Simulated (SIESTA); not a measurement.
# HPbNO4 (P1) in SIESTA: convergence with real-space mesh cutoff

Aim: find how far real-space mesh cutoff must go before the results for HPbNO4 settle, at PBE. This setting moves, with any that are tied to it; all else stays.

Program: SIESTA 5.4.2. These are calculated values, not measurements. Logs are shortened: lines on timing, memory, paths and dates and some standing lists are left out, and cuts for length are marked.

**1. Starting point**

The typed cell holds 7 atoms: a = 3.857 Å, b = 4.338 Å, c = 5.984 Å, α = 81.87°, β = 83.26°, γ = 87.68°.

The cell was built by a generator and needn't be a form met in nature.

**2. With real-space mesh cutoff 100 Ry**

File HPbNO4.fdf:

```
SystemName                      HPbNO4
SystemLabel                     HPbNO4
NumberOfSpecies                 4
NumberOfAtoms                   7
%block ChemicalSpeciesLabel
  1   1 H
  2  82 Pb
  3   7 N
  4   8 O
%endblock ChemicalSpeciesLabel

LatticeConstant                 1.0 Ang
%block LatticeVectors
     3.8570700000     0.0017800000    -0.0365800000
     0.1735300000     4.3343600000    -0.0164700000
     0.7580300000     0.8387300000     5.8766200000
%endblock LatticeVectors
AtomicCoordinatesFormat         Fractional
%block AtomicCoordinatesAndAtomicSpecies
     0.6151100000     0.8955900000     0.1984400000  1  H
     0.6459700000     0.4465100000     0.9168500000  2  Pb
     0.7147400000     0.2381000000     0.5005800000  3  N
     0.1695800000     0.4700700000     0.7776800000  4  O
     0.6291900000     0.9704500000     0.4984500000  4  O
     0.5642400000     0.9258300000     0.0384900000  4  O
     0.7802200000     0.4225000000     0.3195100000  4  O
%endblock AtomicCoordinatesAndAtomicSpecies

%block kgrid.MonkhorstPack
    7   0   0  0.0
    0   6   0  0.0
    0   0   5  0.0
%endblock kgrid.MonkhorstPack
XC.Functional                   GGA
XC.Authors                      PBE
PAO.BasisSize                   DZP
PAO.EnergyShift                 0.003 Ry
Mesh.Cutoff                     100 Ry
OccupationFunction              FD
ElectronicTemperature           0.05 eV
MaxSCFIterations                120
SCF.MustConverge                false
SCF.Mixer.Method                Pulay
SCF.Mixer.Weight                0.25
SCF.Mixer.History               8
SCF.DM.Tolerance                5.0e-05
SCF.H.Tolerance                 1.0e-03 eV
WriteForces                     true
Charge.Mulliken                 end
%block PAO.Basis
  Pb 4
  n=6 0 2
    6.167 0.000
  n=6 1 2
    8.915 0.000
  n=5 2 2
    4.155 0.000
  n=6 2 1
    8.915
%endblock PAO.Basis
Diag.ParallelOverK              true
```

Potentials or basis: PseudoDojo 0.4 standard (PBE files), DZP (energy shift 0.003 Ry; two zetas on semicore shells).

Launch:

```console
$ mpirun -n 4 siesta HPbNO4.fdf > HPbNO4.out 2>&1
```

Wall time 13 s (4 MPI ranks of Arm Neoverse N1, shared host); peak memory 0.19 GiB.

Results (log left out):

| Quantity | Value |
| --- | --- |
| Free energy | -4006.1066 eV |
| Pressure | 3.8 GPa |
| Largest force | 1.471 eV/Å |
| Band gap on the k mesh | 0.34 eV, indirect (least direct gap 0.55 eV) |

**3. With real-space mesh cutoff 150 Ry**

HPbNO4.fdf, as its differences from that of step 2:

```diff
@@ -37,3 +37,3 @@
 PAO.EnergyShift                 0.003 Ry
-Mesh.Cutoff                     100 Ry
+Mesh.Cutoff                     150 Ry
 OccupationFunction              FD
```

Potentials or basis: PseudoDojo 0.4 standard (PBE files), DZP (energy shift 0.003 Ry; two zetas on semicore shells).

Launch:

```console
$ mpirun -n 4 siesta HPbNO4.fdf > HPbNO4.out 2>&1
```

Wall time 14 s (4 MPI ranks of Arm Neoverse N1, shared host); peak memory 0.19 GiB.

The run converged. Its results:

```
Free energy            : -4006.0957 eV
Pressure               : 3.6 GPa
Largest force          : 1.523 eV/Å
Band gap on the k mesh : 0.34 eV, indirect (least direct gap 0.55 eV)
```

**4. With real-space mesh cutoff 200 Ry**

HPbNO4.fdf, as its differences from that of step 3:

```diff
@@ -37,3 +37,3 @@
 PAO.EnergyShift                 0.003 Ry
-Mesh.Cutoff                     150 Ry
+Mesh.Cutoff                     200 Ry
 OccupationFunction              FD
```

Launch:

```console
$ mpirun -n 4 siesta HPbNO4.fdf > HPbNO4.out 2>&1
```

It took 17 s on 4 MPI ranks of Arm Neoverse N1, shared host; peak memory 0.2 GiB.

Results (log left out):

```
Free energy            : -4006.1040 eV
Pressure               : 3.6 GPa
Largest force          : 1.522 eV/Å
Band gap on the k mesh : 0.34 eV, indirect (least direct gap 0.55 eV)
```

**5. With real-space mesh cutoff 300 Ry**

HPbNO4.fdf, as its differences from that of step 4:

```diff
@@ -37,3 +37,3 @@
 PAO.EnergyShift                 0.003 Ry
-Mesh.Cutoff                     200 Ry
+Mesh.Cutoff                     300 Ry
 OccupationFunction              FD
```

Launch:

```console
$ mpirun -n 4 siesta HPbNO4.fdf > HPbNO4.out 2>&1
```

Wall time 20 s (4 MPI ranks of Arm Neoverse N1, shared host); peak memory 0.21 GiB.

Results (log left out):

- Free energy: -4006.1100 eV
- Pressure: 3.7 GPa
- Largest force: 1.522 eV/Å
- Band gap on the k mesh: 0.34 eV, indirect (least direct gap 0.55 eV)

**6. With real-space mesh cutoff 400 Ry**

HPbNO4.fdf, as its differences from that of step 5:

```diff
@@ -37,3 +37,3 @@
 PAO.EnergyShift                 0.003 Ry
-Mesh.Cutoff                     300 Ry
+Mesh.Cutoff                     400 Ry
 OccupationFunction              FD
```

Potentials or basis: PseudoDojo 0.4 standard (PBE files), DZP (energy shift 0.003 Ry; two zetas on semicore shells).

Launch:

```console
$ mpirun -n 4 siesta HPbNO4.fdf > HPbNO4.out 2>&1
```

Run time: 24 s. Hardware: 4 MPI ranks of Arm Neoverse N1, shared host; peak memory 0.23 GiB.

The run converged. Its results:

```yaml
Free_energy: -4006.1132 eV
Pressure: 3.7 GPa
Largest_force: 1.525 eV/Å
Band_gap_on_the_k_mesh: 0.34 eV, indirect (least direct gap 0.55 eV)
```

**7. With real-space mesh cutoff 500 Ry**

HPbNO4.fdf, as its differences from that of step 6:

```diff
@@ -37,3 +37,3 @@
 PAO.EnergyShift                 0.003 Ry
-Mesh.Cutoff                     400 Ry
+Mesh.Cutoff                     500 Ry
 OccupationFunction              FD
```

Launch:

```console
$ mpirun -n 4 siesta HPbNO4.fdf > HPbNO4.out 2>&1
```

Wall time 29 s (4 MPI ranks of Arm Neoverse N1, shared host); peak memory 0.25 GiB.

The run converged. Its results:

```
Free energy            : -4006.1145 eV
Pressure               : 3.7 GPa
Largest force          : 1.524 eV/Å
Band gap on the k mesh : 0.34 eV, indirect (least direct gap 0.55 eV)
```

**8. With real-space mesh cutoff 700 Ry**

HPbNO4.fdf, as its differences from that of step 7:

```diff
@@ -37,3 +37,3 @@
 PAO.EnergyShift                 0.003 Ry
-Mesh.Cutoff                     500 Ry
+Mesh.Cutoff                     700 Ry
 OccupationFunction              FD
```

Launch:

```console
$ mpirun -n 4 siesta HPbNO4.fdf > HPbNO4.out 2>&1
```

It took 41 s on 4 MPI ranks of Arm Neoverse N1, shared host; peak memory 0.29 GiB.

Results (log left out):

```
Free energy            : -4006.1155 eV
Pressure               : 3.7 GPa
Largest force          : 1.524 eV/Å
Band gap on the k mesh : 0.34 eV, indirect (least direct gap 0.55 eV)
```

**9. With real-space mesh cutoff 900 Ry**

HPbNO4.fdf, as its differences from that of step 8:

```diff
@@ -37,3 +37,3 @@
 PAO.EnergyShift                 0.003 Ry
-Mesh.Cutoff                     700 Ry
+Mesh.Cutoff                     900 Ry
 OccupationFunction              FD
```

Potentials or basis: PseudoDojo 0.4 standard (PBE files), DZP (energy shift 0.003 Ry; two zetas on semicore shells).

Launch:

```console
$ mpirun -n 4 siesta HPbNO4.fdf > HPbNO4.out 2>&1
```

It took 55 s on 4 MPI ranks of Arm Neoverse N1, shared host; peak memory 0.34 GiB.

It converged, with:

- Free energy: -4006.1158 eV
- Pressure: 3.7 GPa
- Largest force: 1.524 eV/Å
- Band gap on the k mesh: 0.34 eV, indirect (least direct gap 0.55 eV)

**10. With real-space mesh cutoff 1200 Ry**

HPbNO4.fdf, as its differences from that of step 9:

```diff
@@ -37,3 +37,3 @@
 PAO.EnergyShift                 0.003 Ry
-Mesh.Cutoff                     900 Ry
+Mesh.Cutoff                     1200 Ry
 OccupationFunction              FD
```

Potentials or basis: PseudoDojo 0.4 standard (PBE files), DZP (energy shift 0.003 Ry; two zetas on semicore shells).

Launch:

```console
$ mpirun -n 4 siesta HPbNO4.fdf > HPbNO4.out 2>&1
```

HPbNO4.out:

```text
Version         : 5.4.2

[... 6 lines left out ...]
 NOTE: Please see the manual for full details and compatibility measures.

reinit: Reading from file HPbNO4.fdf

reinit: -----------------------------------------------------------------------
reinit: System Name: HPbNO4
reinit: -----------------------------------------------------------------------
reinit: System Label: HPbNO4
reinit: -----------------------------------------------------------------------

initatom: Reading input for the pseudopotentials and atomic orbitals ----------
Species number:   1 Atomic number:    1 Label: H
Species number:   2 Atomic number:   82 Label: Pb
Species number:   3 Atomic number:    7 Label: N
Species number:   4 Atomic number:    8 Label: O

Ground state valence configuration (from tables):   1s01  2p00  3d00  4f00
Ground state valence configuration (from tables):   6s02  6p02  6d00  5f00
Ground state valence configuration (from tables):   2s02  2p03  3d00  4f00
Ground state valence configuration (from tables):   2s02  2p04  3d00  4f00

---- Processing specs for species: H
Reading pseudopotential information in PSML from:
  H.psml
PSML file version: 1.1
Using libxc ids:  101 130
GGA--PBE XC_GGA_X_PBE--XC_GGA_C_PBE pb

---- Processing specs for species: Pb
Reading pseudopotential information in PSML from:
  Pb.psml
PSML file version: 1.1
Using libxc ids:  101 130
GGA--PBE XC_GGA_X_PBE--XC_GGA_C_PBE pb
Semicore shell(s) with 10 electrons included in the valence for Pb

---- Processing specs for species: N
Reading pseudopotential information in PSML from:
  N.psml
PSML file version: 1.1
Using libxc ids:  101 130
GGA--PBE XC_GGA_X_PBE--XC_GGA_C_PBE pb

---- Processing specs for species: O
Reading pseudopotential information in PSML from:
  O.psml
PSML file version: 1.1
Using libxc ids:  101 130
GGA--PBE XC_GGA_X_PBE--XC_GGA_C_PBE pb

---- Pseudopotential check for Pb

Pseudized shells:
6s( 2.00) rc: 2.40
6p( 2.00) rc: 2.40
[... 885 lines left out ...]
siesta:         Fermi =      -6.417577

siesta: Atomic forces (eV/Ang):
siesta:      1    0.182490    0.015564    0.492533
siesta:      2    0.055007   -0.008529    0.252887
siesta:      3    0.291251    0.718372    0.898370
siesta:      4    0.009683   -0.014269   -0.538914
siesta:      5   -0.469624   -1.448134    0.054905
siesta:      6   -0.265788   -0.010862   -0.282859
siesta:      7    0.196645    0.747894   -0.876779
siesta: ----------------------------------------
siesta:    Tot   -0.000338    0.000035    0.000143

siesta: Stress tensor (static) (eV/Ang**3):
siesta:    -0.019850   -0.007231    0.000524
siesta:    -0.007231   -0.028796    0.006773
siesta:     0.000524    0.006773   -0.019932

siesta: Cell volume =         98.411227 Ang**3

siesta: Pressure (static):
siesta:                Solid            Molecule  Units
siesta:           0.00024897          0.00037179  Ry/Bohr**3
siesta:           0.02285928          0.03413575  eV/Ang**3
siesta:          36.62460739         54.69150525  kBar

Basis Enthalpy Calculation:
    Basis Pressure for species 1(H) :      0.2000000 GPa
    Basis Pressure for species 2(Pb) :      0.2000000 GPa
    Basis Pressure for species 3(N) :      0.2000000 GPa
    Basis Pressure for species 4(O) :      0.2000000 GPa

    Orbital volume contribution        =           3.509419 eV
    (Free)E + p_basis*V_orbitals       =       -4002.606485 eV
    (Free)Eharris+ p_basis*V_orbitals  =       -4002.606485 eV

mulliken: Atomic and Orbital Populations:

Species: H
Atom  Qatom  Qorb
               1s      1s      2Ppy    2Ppz    2Ppx
   1  1.139   0.713   0.205   0.055   0.095   0.070

Species: Pb
Atom  Qatom  Qorb
               6s      6s      6py     6pz     6px     6py     6pz     6px
               5dxy    5dyz    5dz2    5dxz    5dx2-y2 5dxy    5dyz    5dz2
               5dxz    5dx2-y2 6dxy    6dyz    6dz2    6dxz    6dx2-y2
   2 12.779   1.264   0.158   0.173   0.142   0.360   0.169   0.228   0.085
              1.929   1.938   1.930   1.933   1.933   0.078   0.062   0.069

              0.068   0.076   0.072   0.025   0.058   0.056  -0.028

Species: N
Atom  Qatom  Qorb
               2s      2s      2py     2pz     2px     2py     2pz     2px
               3Pdxy   3Pdyz   3Pdz2   3Pdxz   3Pdx2-y2
   3  4.980   1.248   0.253   0.691   0.808   0.571   0.342   0.361   0.403
              0.059   0.095   0.058   0.040   0.051

Species: O
Atom  Qatom  Qorb
               2s      2s      2py     2pz     2px     2py     2pz     2px
               3Pdxy   3Pdyz   3Pdz2   3Pdxz   3Pdx2-y2
   4  6.622   1.965  -0.076   2.084   1.763   1.251  -0.244  -0.185   0.041
              0.003   0.003   0.003   0.009   0.005
   5  6.018   1.572   0.155   0.769   1.620   1.185   0.390   0.087   0.179
              0.020   0.013   0.008   0.002   0.018
   6  6.354   1.659   0.068   1.523   0.977   1.863  -0.047   0.370  -0.082
              0.003   0.004   0.007   0.004   0.005
   7  6.107   1.620   0.120   1.464   0.981   1.394   0.112   0.254   0.104
              0.005   0.015   0.021   0.013   0.004

mulliken: Qtot =       44.000

Mulliken Atomic Populations:
Atom #   charge [q] valence [e]  Species
     1    -0.139275    1.139275  H
     2     1.221192   12.778808  Pb
     3     0.020034    4.979966  N
     4    -0.622095    6.622095  O
     5    -0.018160    6.018160  O
     6    -0.354483    6.354483  O
     7    -0.107214    6.107214  O
 Total     0.000000

Job completed
```

Run time: 76 s. Hardware: 4 MPI ranks of Arm Neoverse N1, shared host; peak memory 0.42 GiB.

Results:

- Free energy: -4006.1159 eV
- Pressure: 3.7 GPa
- Largest force: 1.523 eV/Å
- Band gap on the k mesh: 0.34 eV, indirect (least direct gap 0.55 eV)

**11. The series at a glance**

```tsv
real-space mesh cutoff	energy less the tightest run, at zero smearing (meV/atom)	pressure (GPa)	largest force (eV/Å)	SCF cycles	CPU time (s)
100 Ry	1.33	3.82	1.471	13	51
150 Ry	2.89	3.65	1.523	13	58
200 Ry	1.71	3.63	1.522	13	66
300 Ry	0.84	3.65	1.522	13	79
400 Ry	0.38	3.66	1.525	13	96
500 Ry	0.20	3.66	1.524	13	120
700 Ry	0.06	3.66	1.524	13	160
900 Ry	0.02	3.66	1.524	13	220
1200 Ry	0.00	3.66	1.523	13	300
```

Against the tightest run, the energy stays within 1 meV/atom from 300 Ry on; the pressure stays within 0.1 GPa from 150 Ry on; the largest force stays within 0.005 eV/Å from 150 Ry on. Values are those asked for, which the program may round to a finer grid. The tightest run that finished is the yardstick and may itself not be fully converged.

Caveats: spin-orbit coupling is left out, which as a rule narrows the gap of such compounds by several tenths of an eV; an odd mesh through Γ misses points on the zone boundary, where band edges often lie; the basis of atomic orbitals isn't converged, which shifts pressures, moduli and gaps; forces of over 1 eV/Å show positions far from the minimum, so gaps and moduli don't describe the material at rest.
